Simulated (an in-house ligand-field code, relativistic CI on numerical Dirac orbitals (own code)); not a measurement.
# d1 to d5 in a ligand field: terms by electron count

Which terms of d1 to d5 lie lowest for given Racah parameters and ligand field?

Program: an in-house ligand-field code version 1. Level of theory: parametric ligand-field model of a d^n configuration (Racah B and C, spin-orbit zeta, crystal field), exact diagonalisation. These are calculated values, not measurements, unless marked.

## 1. Starting point

* shell: d1 to d5
* set 1 (cm⁻¹): d1: B = 300, C = 1460, Oh, 10Dq = 35500
* set 2 (cm⁻¹): d2: B = 300, C = 1460, Oh, 10Dq = 35500
* set 3 (cm⁻¹): d3: B = 300, C = 1460, Oh, 10Dq = 35500
* set 4 (cm⁻¹): d4: B = 300, C = 1460, Oh, 10Dq = 35500
* set 5 (cm⁻¹): d5: B = 300, C = 1460, Oh, 10Dq = 35500

## 2. Set 1

Input settings:

```ini
n = 1
racah_B = 300  # cm-1
racah_C = 1460  # cm-1
zeta = 0  # cm-1
symmetry = Oh
field = {"10Dq": 35500}  # cm-1
```

Started as:

```sh
> python run_levels.py task.json out
```

One command runs all members of the session, one after another, from task.json.

## 3. Set 2

Settings: those of step 2 with these lines changed.

```diff
@@ -1,2 +1,2 @@
-n = 1
+n = 2
 racah_B = 300  # cm-1
```

## 4. Set 3

Settings: those of step 3 with these lines changed.

```diff
@@ -1,2 +1,2 @@
-n = 2
+n = 3
 racah_B = 300  # cm-1
```

## 5. Set 4

Settings: those of step 4 with these lines changed.

```diff
@@ -1,2 +1,2 @@
-n = 3
+n = 4
 racah_B = 300  # cm-1
```

## 6. Set 5

Settings: those of step 5 with these lines changed.

```diff
@@ -1,2 +1,2 @@
-n = 4
+n = 5
 racah_B = 300  # cm-1
```

(Steps that only read results are left out.)

Before running it: what results should come out? Wanted: lowest terms; sets at their largest spin, of those that allow S over 1.

The runs gave:

| set | 10Dq/B (size) | lowest | S | electrons in z² and x²-y² | first level of the same spin (cm⁻¹) |
| --- | --- | --- | --- | --- | --- |
| 1: Oh, d1 | 118.3 | 2T2 | 0.50 | 0.00 | 2E 35500 |
| 2: Oh, d2 | 118.3 | 3T1 | 1.00 | 0.00 | 3T2 34685 |
| 3: Oh, d3 | 118.3 | 4A2 | 1.50 | 0.00 | 4T2 35500 |
| 4: Oh, d4 | 118.3 | 3T1 | 1.00 | 0.00 | 3E 33964 |
| 5: Oh, d5 | 118.3 | 2T2 | 0.50 | 0.01 | 2A2 33439 |

```
                                                quantity                                   value
                                            lowest terms  1: 2T2, 2: 3T1, 3: 4A2, 4: 3T1, 5: 2T2
sets at their largest spin, of those that allow S over 1                                       3
```

**Reading.** 3 of 5 sets have the highest spin that their shell allows. B, C and the field are free parameters here, not those of a compound.
